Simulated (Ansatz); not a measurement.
## WC, space group P-6m2: cell relaxations under several functionals, step by step

Computed with the Ansatz DFT code, driven from Python.

At the Python prompt:
```pycon
>>> import warnings
>>> import ansatz as az
>>> import numpy as np
>>> CUTOFF_EV = 420
>>> KMESH = (11, 11, 10)
>>> FILLING = "cold"
>>> def edges_and_angles(cell):
...     cell = np.asarray(cell)
...     a, b, c = np.linalg.norm(cell, axis=1)
...     cosines = cell[1] @ cell[2] / (b * c), cell[0] @ cell[2] / (a * c), cell[0] @ cell[1] / (a * b)
...     return (a, b, c, *np.degrees(np.arccos(cosines)))
...
>>> warnings.simplefilter("ignore", az.DeckWarning)
>>> xtal = (
...     az.Lattice.from_parameters(2.9065, 2.9065, 2.8366, alpha=90.0, beta=90.0, gamma=120.0)
...     .atom("W", (0.0, 0.0, 0.0))
...     .atom("C", (2 / 3, 1 / 3, 0.5))
... )
>>> xtal.resolved().sites[-1]
Site(symbol='C', position=(0.6666666666666666, 0.3333333333333333, 0.5), moment=None, axis=None, held=None, saved=None)
>>> calculation = (
...     xtal.calculation()
...     .basis(CUTOFF_EV)
...     .kpoints(mesh=KMESH)
...     .occupations(FILLING)
...     .eigensolver("davidson", full_accuracy=True)
...     .relax(cell=True, max_steps=40)
... )
>>> levels = [("lda", "none"), ("pbe", "d3bj"), ("pbe", "none"), ("r2scan", "rvv10")]
>>> print("level            a       b       c    alpha   beta  gamma  V/atom  steps")
level            a       b       c    alpha   beta  gamma  V/atom  steps
>>> for name, dispersion in levels:
...     seen = []
...     run = calculation.functional(name, dispersion=dispersion).session().plan()
...     done = run.execute(on_event=lambda e: seen.append(e) if e["event"] == "relax_step" else None)
...     cell = done.lattice.cell_ang
...     label = name if dispersion == "none" else f"{name}+{dispersion}"
...     print("{:13s} {:7.4f} {:7.4f} {:7.4f} {:6.2f} {:6.2f} {:6.2f}".format(label, *edges_and_angles(cell)), f"{abs(np.linalg.det(cell)) / len(done.lattice.sites):7.3f} {len(seen):5d}")
...
lda            2.8844  2.8844  2.8120  90.00  90.00 120.00  10.130     8
pbe+d3bj       2.9023  2.9023  2.8330  90.00  90.00 120.00  10.333     5
pbe            2.9219  2.9219  2.8473  90.00  90.00 120.00  10.526     5
r2scan+rvv10   2.9067  2.9067  2.8330  90.00  90.00 120.00  10.365     4
```

From smallest to largest: LDA (10.13 Å³ an atom, -2.4 % against the start), PBE+D3BJ (10.33 Å³ an atom, -0.4 % against the start), r2SCAN+RVV10 (10.36 Å³ an atom, -0.1 % against the start) and PBE (10.53 Å³ an atom, +1.4 % against the start). The spread is 3.9 % in volume.

Notes:
- The settings weren't tested for convergence.
- The cutoff lies under the one recommended for these potentials in some of the runs.
- No spin polarisation was allowed.
- Forces vanish by symmetry, so the ions can't move, and the end may be a saddle.
- Dispersion corrections can be off by several per cent in the lattices of metals, and by several GPa in the pressure at a fixed cell.
- For a metal this k-point mesh is coarse: on a finer one energies can move by several to tens of meV an atom and pressures by half a GPa or more, differences at one mesh by less.
- Spin-orbit coupling, which matters for elements this heavy, is left out.
- The starting cell is as deposited in a crystallographic database; the results hold for this polymorph, which needn't be the stable one.
- The script silences the warnings on its input, which a real study should read.
- It ran for 85 s on 1 thread of Arm Neoverse V1, with other jobs on the host, peak memory 0.48 GiB.
